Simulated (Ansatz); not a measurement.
# AlClFH3O: the cost of one run

Program: Ansatz 0.2.0. Level of theory: RKS PBE0/def2-SVP. These are calculated values, not measurements.

## 1. Starting point

Bond lengths: Al1–O3 1.780 Å, O3–H4 1.010 Å, Al1–Cl5 2.230 Å, Al1–F6 1.990 Å. Angles: Al1–O3–H4 109.5°, O3–Al1–Cl5 120.0°, O3–Al1–F6 105.4°, Cl5–Al1–F6 92.8°.

As a file:

```xyz
7

Al    0.0000    0.0000    0.0000
H     0.0000    0.0000    1.9100
O     1.5415    0.0000   -0.8900
H     1.8414   -0.9519   -1.0449
Cl   -1.9312    0.0000   -1.1150
F    -0.2489    1.8720    0.6275
H    -0.1335    1.0040    1.7645
```

## 2. A restrained relaxation towards end A

Springs on the bonds that form and break draw the guess towards this end; the thresholds are loose.

File input.yaml:

```yaml
crystal:
  periodic: [false, false, false]
  atoms:
    - { symbol: Al, position_ang: [0.0, 0.0, 0.0] }
    - { symbol: H, position_ang: [0.0, 0.0, 1.91] }
    - { symbol: O, position_ang: [1.5415, 0.0, -0.89] }
    - { symbol: H, position_ang: [1.8414, -0.9519, -1.0449] }
    - { symbol: Cl, position_ang: [-1.9312, 0.0, -1.115] }
    - { symbol: F, position_ang: [-0.2489, 1.872, 0.6275] }
    - { symbol: H, position_ang: [-0.1335, 1.004, 1.7645] }
basis:
  gaussian: { orbitals: def2-SVP }
hamiltonian:
  xc: pbe0
relax:
  f_tol: 0.15
  max_steps: 25
  restrain:
    - { distance: [0, 5], at: 2.89, k: 30.0 }
    - { distance: [6, 1], at: 1.86, k: 30.0 }
    - { distance: [0, 1], at: 1.56, k: 30.0 }
    - { distance: [6, 5], at: 0.92, k: 30.0 }
```

Command:

```console
ansatz run input.yaml --threads 1 --pin off --max-ram 2048MiB --backend cpu --events-out ev --progress --plain --runs-dir out
```

What time and memory should one allow on 1 thread of Arm Neoverse V2, shared host?

About 36 s, with a peak of 0.15 GiB.
